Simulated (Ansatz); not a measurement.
**Br2H2O2Zr: how energies converge with the basis set**

An exercise on one series of results from a longer session: the logs are not shown, and one member is left open.

The runs use Ansatz 0.2.0, Gaussian basis; one geometry, several basis sets.

Levels to be run: PBE0-D4/def2-SVP; ωB97M-V/def2-SVP; PBE0-D4/def2-QZVPP; ωB97M-V/def2-QZVPP; the functionals' def2-TZVPP values are taken from earlier runs.

## Structure used throughout

An earlier PBE0-D4 in a triple-zeta def2 set relaxation fixed the geometry. Zr takes the def2 core potential; no spin-orbit term is included.

SMILES `[OH][Zr]([OH])([Br])[Br]`, 7 atoms, charge 0, spin multiplicity 1.

Atoms are counted from 1 here; the program's logs count them from 0.

Bond lengths: O1–Zr2 1.890 Å, O1–H6 0.953 Å, Zr2–O3 1.890 Å, Zr2–Br4 2.515 Å, Zr2–Br5 2.515 Å, O3–H7 0.953 Å. Angles: Zr2–O1–H6 171.7°, O1–Zr2–O3 110.6°, O1–Zr2–Br4 108.9°, O1–Zr2–Br5 108.9°, O3–Zr2–Br4 108.9°, O3–Zr2–Br5 108.9°, Br4–Zr2–Br5 110.6°, Zr2–O3–H7 171.7°.

The first run:

Input file in.yaml:

```yaml
crystal:
  periodic: [false, false, false]
  atoms:
    - {symbol: O, position_ang: [-1.183156, 0.712077, 0.988508]}
    - {symbol: Zr, position_ang: [-0.046769, 0.075478, -0.381453]}
    - {symbol: O, position_ang: [1.346113, -0.976004, 0.344947]}
    - {symbol: Br, position_ang: [-1.393545, -1.338177, -1.966603]}
    - {symbol: Br, position_ang: [0.958865, 2.041157, -1.585491]}
    - {symbol: H, position_ang: [-1.672682, 0.965329, 1.766391]}
    - {symbol: H, position_ang: [1.991184, -1.479870, 0.833691]}
basis:
  gaussian: {orbitals: def2-SVP}
hamiltonian: {xc: pbe0, dispersion: d4}
output: {orbitals: {seedname: orbitals}}
```

The run is started by

```console
$ ansatz run in.yaml --threads 4 --pin off --events-out ev --progress --plain --max-ram 11315MiB
```

Steps of the session up to this table: PBE0-D4 in def2-SVP; ωB97M-V in def2-SVP; PBE0-D4 in def2-QZVPP; ωB97M-V in def2-QZVPP.

One table of the session follows, with a row left open; its other results are not shown here.

It belongs to the step «Density functionals: the series». 

```
functional       basis  HOMO (eV)
   PBE0-D4    def2-SVP      -8.16
   PBE0-D4  def2-TZVPP      -8.26
   PBE0-D4  def2-QZVPP          ?
   ωB97M-V    def2-SVP     -10.28
   ωB97M-V  def2-TZVPP     -10.41
   ωB97M-V  def2-QZVPP     -10.43
```

Estimate the missing values for PBE0-D4, def2-QZVPP.

As computed: HOMO (eV): -8.28. In the column «HOMO (eV)» it lies between ωB97M-V, def2-SVP (-10.28) and PBE0-D4, def2-TZVPP (-8.26).
